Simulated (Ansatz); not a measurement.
# GeP− (triplet): the correlation ladder, aug-cc-pVDZ

One table from this session's results is given with a row withheld; the runs are named, their logs left out.

Method: aug-cc-pVDZ, core rule «outside noble gas», up to 19 orbitals frozen; program: Ansatz 0.2.0, Gaussian basis.

To be run: UHF; CCSD(T) on ROHF; CCSD(T) on UHF; BCCD(T) on ROHF; CISD; CCSDT(Q) on ROHF; CCSDT(Q) on UHF; CASSCF and MRCISD+Q, 10 electrons in 8 orbitals; CASSCF and NEVPT2, 10 electrons in 8 orbitals.

4 further runs of the same task are left out: 4 set aside as unsound or not needed.

## The system

The geometry is a PBE0/def2-TZVPD stationary point (not a proven minimum) of the parent state, kept for this charge and spin. No spin-orbit coupling is included. The filled d shell of Ge may be among the frozen orbitals whatever the setting's name suggests; the logs give the count.

2 atoms, charge -1, spin multiplicity 3.

Atoms are counted from 1 here; the program's logs count them from 0.

Bond lengths: Ge1–P2 2.064 Å.

The first run:

in.yaml

```yaml
crystal:
  periodic: [false, false, false]
  atoms:
    - {symbol: Ge, position_ang: [0.000000, 0.000000, 0.000000]}
    - {symbol: P, position_ang: [0.000000, 0.000000, 2.064100]}
basis:
  gaussian: {orbitals: aug-cc-pVDZ}
total_charge: -1
magnetization: {spin_polarized: true, initial_magnetization: 2}
hamiltonian: {xc: hf}
output: {orbitals: {seedname: orbitals}}
```

Run with:

```bash
$ ansatz run in.yaml --threads 1 --pin off --events-out ev --progress --plain --max-ram 4096MiB --backend cpu
```

Steps of the session up to this table: UHF; CCSD(T) on ROHF; CCSD(T) on UHF; BCCD(T) on ROHF; CISD; CCSDT(Q) on ROHF; CCSDT(Q) on UHF; CASSCF and MRCISD+Q, 10 electrons in 8 orbitals; CASSCF and NEVPT2, 10 electrons in 8 orbitals.

One of the session's tables, all rows but one given; the rest of the session is left out.

It belongs to the step «Misses and costs». 

| method | from RCCSDT(Q) (kJ/mol) |
| --- | --- |
| ROHF | +589.0 |
| UHF | ? |
| RMP2 | +123.2 |
| UMP2 | +127.2 |
| CISD | +98.8 |
| RCCSD | +52.9 |
| UCCSD | +52.4 |
| RCCSD(T) | +25.2 |
| UCCSD(T) | +25.7 |
| BCCD(T) | +25.5 |
| RCCSDT | +9.8 |
| UCCSDT | +10.4 |
| RCCSDT(Q) | 0 |
| UCCSDT(Q) | +1.0 |
| CASSCF valence | +472.0 |
| NEVPT2 valence | +111.0 |
| MRCISD valence | +53.2 |
| MRCISD+Q valence | +6.4 |

**Question.** Estimate the row for UHF.

The run gave: from RCCSDT(Q) (kJ/mol): +569.4. In the column «from RCCSDT(Q) (kJ/mol)» it lies between CASSCF valence (+472.0) and ROHF (+589.0).

Caveats from the session: Restricted and unrestricted rows rest on different reference determinants; where their highest levels disagree by more than a few hundredths of an eV, they describe different states and don't form one ladder.
